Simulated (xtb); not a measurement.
# SiSF3 (SMILES F[Si](F)(F)[S]) at GFN0-xTB (hydrogen mass 4 u, md dump 30 fs, md scc accuracy 5, md temperature 350 K)

We compute a short trajectory of SiSF3. 

The calculation is run with xtb 6.7.1.

2 further runs of the same task are left out: 1 that didn't finish, 1 set aside as unsound or not needed.

### Step 1. Starting point

SiSF3: 5 atoms, total charge 0, spin state doublet. SMILES: `F[Si](F)(F)[S]`. The shape was relaxed beforehand at GFN2-xTB. The run starts from this shape.

Bond lengths: F1–Si2 1.581 Å, Si2–F3 1.580 Å, Si2–F4 1.580 Å, Si2–S5 2.090 Å. Angles: F1–Si2–F3 105.4°, F1–Si2–F4 105.3°, F1–Si2–S5 113.3°, F3–Si2–F4 105.4°, F3–Si2–S5 113.3°, F4–Si2–S5 113.3°.

### Step 2. A short trajectory at GFN0-xTB (hydrogen mass 4 u, md dump 30 fs, md scc accuracy 5, md temperature 350 K)

Contents of detailed.inp:

```
$md
   temp=350
   time=0.3
   step=2
   dump=30
   hmass=4
   shake=0
   sccacc=5
$end
```

Contents of coord:

```
$coord
     -0.001502332269      0.037975936200      3.003343619594  f
      0.064245019059     -0.084895946149      0.019547327033  si
     -0.759140778785     -2.868997320216     -0.679808186347  f
      2.953347135515      0.096120919329     -0.713197757243  f
     -2.162840682513      2.680521705724     -1.707930691985  s
$end
```

Launch:

```
$ xtb -I detailed.inp -c 0 --uhf 1 --md --gfn 0 --parallel 1 -- coord > run.log 2> xtb.err
```

**Question.** What will come out? Wanted: potential energy of the last frame.

Computed results:

Level: GFN0-xTB (hydrogen mass 4 u, md dump 30 fs, md scc accuracy 5, md temperature 350 K).

| quantity | value |
| --- | --- |
| potential energy of the last frame | -16.70037 Eh |
